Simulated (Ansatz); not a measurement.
This script makes an all-electron equation of state of Ta, space group P6_3/mmc with Ansatz's Python interface.

`eos_lapw_ta.py`
```python
'''All-electron equation of state of Ta.'''

import warnings

import ansatz as az
from ase.eos import EquationOfState
from ase.units import GPa
import numpy as np

vectors0 = np.array([
    [2.90037, 0.0, 0.0],
    [-1.45019, 2.5118, 0.0],
    [0.0, 0.0, 5.16627],
])
sites = [
    ('Ta', (2 / 3, 1 / 3, 0.75)),
    ('Ta', (1 / 3, 2 / 3, 0.25)),
]


def build(cell):
    crystal = az.Crystal(lattice=az.Lattice.of(cell))
    for symbol, position in sites:
        crystal = crystal.atom(symbol, position)
    return crystal

warnings.simplefilter('ignore', az.DeckWarning)

volumes, energies = [], []
for scale in np.linspace(0.94, 1.06, 7):
    cell = vectors0 * scale ** (1 / 3)
    model = (
        build(cell).calculation()
        .functional(az.Functional.PBESOL)
        .occupations('Marzari-Vanderbilt', width=0.1)
        .kpoints(11, 11, 6)
        .pseudopotentials('all_electron', lapw=True)
    )
    rep = model.run(threads=1).report
    volumes.append(abs(np.linalg.det(cell)) / len(sites))
    energies.append(rep['free_energy_ev'] / len(sites))
    print(f'{scale:.3f} {volumes[-1]:9.4f} A^3/atom {energies[-1]:16.5f} eV/atom  (estimated basis error {1000 * rep["lapw_basis_errors"]["total_ev_per_atom"]:.2f} meV/atom)')
v0, e0, bulk = EquationOfState(volumes, energies, eos='birchmurnaghan').fit()
print(f'V0 = {v0:.4f} A^3/atom, B0 = {bulk / GPa:.1f} GPa')
```

From its runs, with one value withheld:

| V (Å³/atom) | F less the lowest row shown (meV/atom) |
| --- | --- |
| 17.689 | ? |
| 18.066 | 0.00 |
| 18.442 | 3.54 |
| 18.819 | 16.20 |
| 19.195 | 37.14 |
| 19.571 | 65.53 |
| 19.948 | 100.66 |

What is the missing energy at 17.689 Å³ an atom?

A third-order Birch-Murnaghan fit, E = E0 + (9 V0 B0 / 16) [(t - 1)³ B' + (t - 1)² (6 - 4t)] with t = (V0/V)^(2/3), through the 6 rows shown gives V0 = 18.117 Å³, B0 = 204.4 GPa, B' = 3.92 and E0 = -0.09 meV. At V = 17.689 Å³, t = 1.01604, and the fit extrapolates to 6.59 meV. The run gave 6.53 meV, a miss of 0.06 meV.

Notes:
- Shape and fractional positions are held along the curve, so the bulk modulus is an upper value where they are free to relax, by a factor of two or more in layered or hydrogen-bonded cells.
- Spin-orbit coupling, which matters for elements this heavy, is left out.
- This isn't the structure that Ta takes at ambient conditions.
- It ran for 3.9 min on 1 thread of Arm Neoverse V1, on a shared host, peak memory 0.59 GiB.
